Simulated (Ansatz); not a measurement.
# As2CO3: the cost of one run

Method: DFT PBE, scalar-relativistic, plane waves, PAW, in Ansatz 0.2.0.

**1. The system as given**

It takes space group P-4m2 (No. 115, tetragonal). The conventional cell has a = 3.338 Å, b = 3.338 Å, c = 7.315 Å, α = 90.00°, β = 90.00°, γ = 90.00°. As (site symmetry 2mm) has 7 O at 2.51 to 2.57 Å and 2 C at 2.56 Å in its first shell of neighbours. C (site symmetry -4m2) has 4 O at 2.36 Å and 4 As at 2.56 Å in its first shell of neighbours. Around O (site symmetry -4m2) lie 4 C at 2.36 Å and 4 As at 2.56 Å. O (site symmetry 2mm) is surrounded by 5 As at 2.51 to 2.57 Å.

Coordinates:

```xyz
6
Lattice="3.3375 0.0000 0.0000 0.0000 3.3375 0.0000 0.0000 0.0000 7.3146" Properties=species:S:1:pos:R:3 pbc="T T T"
As    0.0000    1.6688    5.3689
As    1.6688    0.0000    1.9457
C     0.0000    0.0000    0.0000
O     1.6688    1.6688    0.0000
O     0.0000    1.6688    2.7942
O     1.6688    0.0000    4.5204
```

A structure generator made this guess: species swapped into a database cell of Hf2CuSb3 (P-4m2, No. 115), with As on the Hf sites, C on the Cu sites and O on the Sb sites. Lengths come from tabulated atomic sizes and are only a guess.

**2. The guess as it stands, on a coarse mesh**

File input.yaml:

```yaml
crystal:
  lattice:
    - [3.3375239, 0.0, 0.0]
    - [0.0, 3.3375239, 0.0]
    - [0.0, 0.0, 7.31462043]
  atoms:
    - { symbol: As, position: [0.0, 0.5, 0.73400003] }
    - { symbol: As, position: [0.5, 0.0, 0.26599997] }
    - { symbol: C, position: [0.0, 0.0, 0.0] }
    - { symbol: O, position: [0.5, 0.5, 0.0] }
    - { symbol: O, position: [0.0, 0.5, 0.382] }
    - { symbol: O, position: [0.5, 0.0, 0.618] }
basis:
  ecutwfc: 420
kpoints:
  mp_grid: { grid: [6, 6, 4] }
hamiltonian:
  xc: pbe
scf:
  occupations: { method: gaussian, width: 0.1 }
  lower_state_search: "off"
output:
  forces: true
  stress: true
  eigenvalues: true
```

Launch:

```sh
ansatz run input.yaml --threads 1 --pin off --max-ram 2560MiB --backend cpu --events-out ev --progress --plain --runs-dir out
```

Q: Estimate wall time and peak memory on 1 thread of Arm Neoverse N1, shared host.

About 12 s, with a peak of 0.33 GiB.
